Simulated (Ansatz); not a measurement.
# ZrTi, space group P-6m2: a run that restarts from a saved state

Computed with Ansatz 0.2.0, Python API.

Interactive session:
```pycon
>>> import ansatz as az
>>> lattice = az.Lattice.of(
...     (3.10899, 0.0, 0.0),
...     (-1.5545, 2.69247, 0.0),
...     (0.0, 0.0, 4.92047),
... )
>>> sites = [
...     ("Zr", (0.0, 0.0, 0.0)),
...     ("Ti", (1 / 3, 2 / 3, 0.5)),
... ]
>>> crystal = az.Crystal(lattice=lattice)
>>> for symbol, position in sites:
...     crystal = crystal.atom(symbol, position)
...
>>> len(crystal.resolved().sites)
2
>>> job = crystal.calculation()
>>> job = job.functional("r2scan", dispersion="d3bjatm").occupations("Fermi-Dirac", width=0.1)
>>> coarse = job.kpoints(*(4, 4, 2)).checkpoint(write="zrti.run").run().report
DeckWarning: basis.ecutwfc = 500 eV, auto-derived from the records' recommended cutoffs: set by Zr (their level for a meta-GGA)
>>> warm = job.kpoints(*(8, 8, 5)).checkpoint(read="zrti.run").run().report
DeckWarning: basis.ecutwfc = 500 eV, auto-derived from the records' recommended cutoffs: set by Zr (their level for a meta-GGA)
>>> cold = job.kpoints(*(8, 8, 5)).run().report
>>> for label, summary in (("coarse", coarse), ("fine, from the saved density", warm), ("fine, fresh start", cold)):
...     print(f"{label:30s} F = {summary['free_energy_ev']:.5f} eV  iterations {summary['n_iterations']}")
...
coarse                         F = -6699.65050 eV  iterations 9
fine, from the saved density   F = -6699.68147 eV  iterations 8
fine, fresh start              F = -6699.68147 eV  iterations 8
```

Caveats:
- Absolute energies stand on the zero of these potentials, so only differences at equal settings mean something. A total without «per atom» is that of the cell as typed.
- Dispersion corrections can be off by several per cent in the lattices of metals, and by several GPa in the pressure at a fixed cell.
- For a metal this k-point mesh is coarse: on a finer one energies can move by several to tens of meV an atom and pressures by half a GPa or more, differences at one mesh by less.
- This cell is a computed structure, which may not be the phase found in nature.
- Warnings are shown shortened and without file and line.
- Timing: 6.8 s on 1 thread of Intel(R) Xeon(R) Platinum 8488C (Sapphire Rapids) (shared host), peak memory 0.49 GiB.
